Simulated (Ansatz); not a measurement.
# GeH4 (singlet): PBE0, B3LYP, r2SCANh over a scan of the scale of all distances, 6-31G

Aim: run GeH4 (singlet) with these functionals over a scan of the scale of all distances, and hold them against the top wave-function level at the same points.

Program: Ansatz 0.2.0, Gaussian basis. Level of theory: 6-31G, all electrons in the functionals. These are calculated values, not measurements.

To be run: PBE0, B3LYP, r2SCANh, at 0.892; 1.000; 1.108; 1.304; 1.471; 1.750; 2.008; 2.405.

19 further runs of the same task are left out: 1 for a mislabelled method, 1 for a known fault of the program, 11 that didn't finish, 6 set aside as unsound or not needed.

## Step 1: The system

The geometry derives from a PBE0/def2-TZVP stationary point (not a proven minimum). All distances are scaled together. No spin-orbit coupling is included. The filled d shell of Ge may be among the frozen orbitals whatever the setting's name suggests; the logs give the count.

5 atoms, charge 0, spin multiplicity 1.

Atoms are counted from 1 here; the program's logs count them from 0.

Bond lengths: Ge1–H2 1.534 Å, Ge1–H3 1.534 Å, Ge1–H4 1.534 Å, Ge1–H5 1.534 Å. Angles: H2–Ge1–H3 109.5°, H2–Ge1–H4 109.5°, H2–Ge1–H5 109.5°, H3–Ge1–H4 109.5°, H3–Ge1–H5 109.5°, H4–Ge1–H5 109.5°.

No dispersion term is added. B3LYP takes the VWN-RPA correlation.

The geometry shown and the zero of energy belong to the point 1.000. The yardstick, FCI, and other wave-function levels (R restricted, U unrestricted, valence and pair active spaces) come from earlier runs.

## Step 2: PBE0, 0.892

in.yaml

```yaml
crystal:
  periodic: [false, false, false]
  atoms:
    - {symbol: Ge, position_ang: [0.000000, 0.000000, 0.000000]}
    - {symbol: H, position_ang: [0.788817, 0.791381, 0.790354]}
    - {symbol: H, position_ang: [-0.791994, -0.788547, 0.790010]}
    - {symbol: H, position_ang: [-0.788372, 0.788986, -0.793188]}
    - {symbol: H, position_ang: [0.791549, -0.791820, -0.787176]}
basis:
  gaussian: {orbitals: 6-31G}
hamiltonian: {xc: {name: PBE0}}
output: {orbitals: {seedname: orbitals}}
```

Run with:

```bash
> ansatz run in.yaml --threads 1 --pin off --events-out ev --progress --plain --max-ram 2393MiB
```

The runs that follow: PBE0, 1.000; PBE0, 1.108; PBE0, 1.304; PBE0, 1.471; PBE0, 1.750; PBE0, 2.008; PBE0, 2.405; B3LYP, 0.892; B3LYP, 1.000; B3LYP, 1.108; B3LYP, 1.304; B3LYP, 1.471; B3LYP, 1.750; B3LYP, 2.008; B3LYP, 2.405; r2SCANh, 0.892; r2SCANh, 1.000; r2SCANh, 1.108; r2SCANh, 1.304; r2SCANh, 1.471; r2SCANh, 1.750; r2SCANh, 2.008; r2SCANh, 2.405.

Q: Predict the results of all the runs planned. Wanted: span of the FCI curve; largest miss, PBE0; largest miss, B3LYP; largest miss, r2SCANh.

**Answer**, as computed:

| quantity | value |
| --- | --- |
| span of the FCI curve | 10.510 eV |
| largest miss, PBE0 | +1.748 eV (1.750) |
| largest miss, B3LYP | +1.589 eV (2.405) |
| largest miss, r2SCANh | +1.604 eV (1.750) |

Of the functionals, B3LYP keep the smallest largest miss at the points compared (at most 1.589 eV) and PBE0 strays most (1.748 eV, at 1.750). PBE0, B3LYP, r2SCANh clearly break the spin symmetry at some points (⟨S²⟩ up to 2.88 above the pure value), so energy there is bought with a mixed spin. Functionals and the yardstick converge differently with the basis, so part of each miss in 6-31G is the basis.
